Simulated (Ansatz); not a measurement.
# GeHOSi: the cost of one run

The runs use Ansatz 0.2.0, Gaussian basis; cc-pVDZ, all electrons in the functionals, frozen cores in the correlation of double hybrids and RPA.

To be run: wB97M-V, B2PLYP, PBE-QIDH, RPA-PBE, at charge 0, quartet; charge 0, doublet; charge 0, sextet; charge 1, triplet; charge 1, quintet; displaced geometry v1; displaced geometry v2 (not every functional at every point).

28 further runs of the same task are left out: 13 that didn't finish, 15 set aside as unsound or not needed. Runs told in other sessions of the task aren't counted.

## Step 1: The geometry

The geometry is a PBE0/def2-TZVP stationary point (not a proven minimum). No spin-orbit coupling is included. The filled d shell of Ge may be among the frozen orbitals whatever the setting's name suggests.

4 atoms, charge 0, spin multiplicity 4.

Atoms are counted from 1 here; the program's logs count them from 0.

Bond lengths: Ge1–Si2 2.367 Å, Ge1–H4 1.571 Å, Si2–O3 1.578 Å. Angles: Si2–Ge1–H4 126.9°, Ge1–Si2–O3 76.8°.

As a file:

```xyz
4

Ge    0.00000   -0.04103    0.85161
Si    0.00000    0.61878   -1.42190
O     0.00000   -0.95680   -1.50315
H     0.00000    0.90276    2.10701
```

No dispersion term is added; wB97M-V holds VV10 nonlocal correlation.

The geometry shown and the zero of energy belong to the point charge 0, quartet. The yardstick, UCCSDT(Q), and other wave-function levels (R restricted, U unrestricted, valence and pair active spaces) come from earlier runs.

## Step 2: wB97M-V, charge 0, quartet

in.yaml

```yaml
crystal:
  periodic: [false, false, false]
  atoms:
    - {symbol: Ge, position_ang: [0.000000, -0.041029, 0.851607]}
    - {symbol: Si, position_ang: [0.000000, 0.618777, -1.421905]}
    - {symbol: O, position_ang: [0.000000, -0.956801, -1.503152]}
    - {symbol: H, position_ang: [0.000000, 0.902764, 2.107007]}
basis:
  gaussian: {orbitals: cc-pVDZ}
magnetization: {spin_polarized: true, initial_magnetization: 3}
hamiltonian: {xc: {name: wB97M-V}}
output: {orbitals: {seedname: orbitals}}
```

Command:

```console
$ ansatz run in.yaml --threads 1 --pin off --events-out ev --progress --plain --max-ram 2393MiB
```

**Question.** How long does this run take on 1 thread of Arm Neoverse V1, shared host, and how much memory does it need?

About 17 s, with a peak of 0.29 GiB.
